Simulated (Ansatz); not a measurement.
# Reference phase of Sb, 2 atoms

Aim: the perfect cell at several levels of theory (PBEsol, r²SCAN, HSE06 and PBE), as the reference that defects and stacks are counted from.

Program: Ansatz 0.2.0, PAW, plane waves. These are calculated values, not measurements.

**1. The starting cell**

2 atoms (2 Sb); a = 4.451 Å, b = 4.451 Å, c = 4.451 Å, α = 58.05°, β = 58.05°, γ = 58.05°.

Plan of the steps: (2) PBEsol single point at a 7×7×7 mesh, on 2 threads; (3) r²SCAN single point at a 7×7×7 mesh, on 2 threads; (4) HSE06 single point at a 7×7×7 mesh, on 2 threads; (5) PBE single point at a 7×7×7 mesh, on 2 threads.

Structure file:

```
CELL_PARAMETERS angstrom
2.15954 1.24681 3.68638
-2.15954 1.24681 3.68638
0.00000 -2.49363 3.68638
ATOMIC_POSITIONS crystal
Sb 0.23602 0.23602 0.23602
Sb 0.76398 0.76398 0.76398
```

**2. PBEsol single point**

Contents of in.yaml:

```yaml
crystal:
  lattice:
    - [2.159542, 1.246812, 3.686380]
    - [-2.159542, 1.246812, 3.686380]
    - [0.000000, -2.493625, 3.686380]
  atoms:
    - { symbol: Sb, position: [0.236016, 0.236016, 0.236017] }
    - { symbol: Sb, position: [0.763983, 0.763983, 0.763984] }
kpoints:
  mp_grid: { grid: [7, 7, 7] }
hamiltonian:
  xc: pbesol
scf:
  occupations: { method: fermi_dirac, width: 0.1 }
output:
  forces: true
  eigenvalues: true
  stress: true
  populations: true
```

Launch:

```console
ansatz run in.yaml --threads 2 --pin off --max-ram 4750MiB --runs-dir r --events-out ev --progress --plain
```

**3. Single point with r²SCAN**

Changes to in.yaml since step 2:

```diff
@@ -11,3 +11,3 @@
 hamiltonian:
-  xc: pbesol
+  xc: r2scan
 scf:
@@ -17,3 +17,2 @@
   eigenvalues: true
-  stress: true
   populations: true
```

**4. Single point with HSE06**

Changes to in.yaml since step 3:

```diff
@@ -11,3 +11,3 @@
 hamiltonian:
-  xc: r2scan
+  xc: hse06
 scf:
```

**5. Single point with PBE**

Changes to in.yaml since step 4:

```diff
@@ -11,3 +11,3 @@
 hamiltonian:
-  xc: hse06
+  xc: pbe
 scf:
```

Before running it: what results should come out? Wanted: for each run, energy; pressure.

As calculated:

| level | time | energy (eV/atom) | pressure (GPa) |
| --- | --- | --- | --- |
| PBEsol | 5 s (2 CPU threads) | -6408.0938 | 0.05 |
| r²SCAN | 10 s (2 CPU threads) | -6499.1192 | - |
| HSE06 | 1.8 min (2 CPU threads) | -6488.7264 | - |
| PBE | 6.5 s (2 CPU threads) | -6484.4809 | - |

**What this shows.** No level run gives a gap: levels at the Fermi energy are partly filled. The price of HSE06 is about 22 times the time of PBEsol here.
